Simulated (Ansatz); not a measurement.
# C5H12N2Sn: basis-set convergence

The task here is to estimate one member of a computed series from the others.

Program: Ansatz 0.2.0, Gaussian basis. Level of theory: one geometry, several basis sets. These are calculated values, not measurements.

Plan: PBE0-D4/def2-SVP; ωB97M-V/def2-SVP; PBE0-D4/def2-QZVPP; ωB97M-V/def2-QZVPP; the functionals' def2-TZVPP values are taken from earlier runs.

## The geometry

The geometry comes from an earlier relaxation with PBE0-D4 in a triple-zeta def2 set; it is a stationary point, not always the lowest conformer. Sn takes the def2 core potential; no spin-orbit term is included.

SMILES `CC1=[N+](C)[Sn-]([CH3])[N]1C`, 20 atoms, charge 0, spin multiplicity 1.

Atoms are counted from 1 here; the program's logs count them from 0.

Bond lengths: C1–C2 1.494 Å, C1–H9 1.088 Å, C1–H10 1.093 Å, C1–H11 1.093 Å, C2–N3 1.321 Å, C2–N7 1.320 Å, N3–C4 1.432 Å, N3–Sn5 2.220 Å, C4–H12 1.098 Å, C4–H13 1.098 Å, C4–H14 1.091 Å, Sn5–C6 2.197 Å, Sn5–N7 2.222 Å, C6–H15 1.094 Å, C6–H16 1.094 Å, C6–H17 1.091 Å, N7–C8 1.433 Å, C8–H18 1.098 Å and more. Angles: C2–C1–H9 111.9°, C2–C1–H10 110.1°, C2–C1–H11 110.1°, H9–C1–H10 108.8°, H9–C1–H11 108.7°, H10–C1–H11 107.1°, C1–C2–N3 122.7°, C1–C2–N7 124.7°, N3–C2–N7 112.6°, C2–N3–C4 123.4°, C2–N3–Sn5 94.0°, C4–N3–Sn5 142.1°, N3–C4–H12 113.0°, N3–C4–H13 112.5°, N3–C4–H14 109.2°, H12–C4–H13 107.6°, H12–C4–H14 107.2°, H13–C4–H14 107.1° and more.

Set-up of the first run:

in.yaml reads:

```yaml
crystal:
  periodic: [false, false, false]
  atoms:
    - {symbol: C, position_ang: [1.960284, -0.251589, -0.446842]}
    - {symbol: C, position_ang: [0.520420, -0.375381, -0.068930]}
    - {symbol: N, position_ang: [-0.436573, -0.569849, -0.958874]}
    - {symbol: C, position_ang: [-0.189664, -0.718149, -2.361956]}
    - {symbol: Sn, position_ang: [-2.027844, -0.794366, 0.573312]}
    - {symbol: C, position_ang: [-2.595476, 1.324861, 0.458589]}
    - {symbol: N, position_ang: [0.060364, -0.318562, 1.166855]}
    - {symbol: C, position_ang: [0.877641, -0.139104, 2.330767]}
    - {symbol: H, position_ang: [2.590855, -0.049061, 0.416493]}
    - {symbol: H, position_ang: [2.090685, 0.553655, -1.173654]}
    - {symbol: H, position_ang: [2.303803, -1.174049, -0.922661]}
    - {symbol: H, position_ang: [0.442300, -1.585229, -2.597335]}
    - {symbol: H, position_ang: [0.286579, 0.168571, -2.800238]}
    - {symbol: H, position_ang: [-1.139124, -0.861490, -2.879744]}
    - {symbol: H, position_ang: [-3.388972, 1.463861, -0.281098]}
    - {symbol: H, position_ang: [-2.979793, 1.664885, 1.424460]}
    - {symbol: H, position_ang: [-1.735057, 1.935427, 0.180218]}
    - {symbol: H, position_ang: [1.630320, -0.928304, 2.453860]}
    - {symbol: H, position_ang: [1.396581, 0.827634, 2.336354]}
    - {symbol: H, position_ang: [0.241073, -0.164260, 3.216624]}
basis:
  gaussian: {orbitals: def2-SVP}
hamiltonian: {xc: pbe0, dispersion: d4}
output: {orbitals: {seedname: orbitals}}
```

The run is started by

```
$ ansatz run in.yaml --threads 5 --pin off --events-out ev --progress --plain --max-ram 66560MiB --backend cpu
```

Among the steps run: PBE0-D4 in def2-SVP; ωB97M-V in def2-SVP; PBE0-D4 in def2-QZVPP; ωB97M-V in def2-QZVPP.

One table of the session follows, with a row left open; its other results are not shown here.

It belongs to the step «Functionals by basis». 

```
functional       basis  HOMO (eV)
   PBE0-D4    def2-SVP      -5.40
   PBE0-D4  def2-TZVPP      -5.51
   PBE0-D4  def2-QZVPP      -5.53
   ωB97M-V    def2-SVP      -7.43
   ωB97M-V  def2-TZVPP          ?
   ωB97M-V  def2-QZVPP      -7.57
```

**Question.** Estimate the row for ωB97M-V, def2-TZVPP.

As computed: HOMO (eV): -7.55. In the column «HOMO (eV)» it lies between ωB97M-V, def2-QZVPP (-7.57) and ωB97M-V, def2-SVP (-7.43).
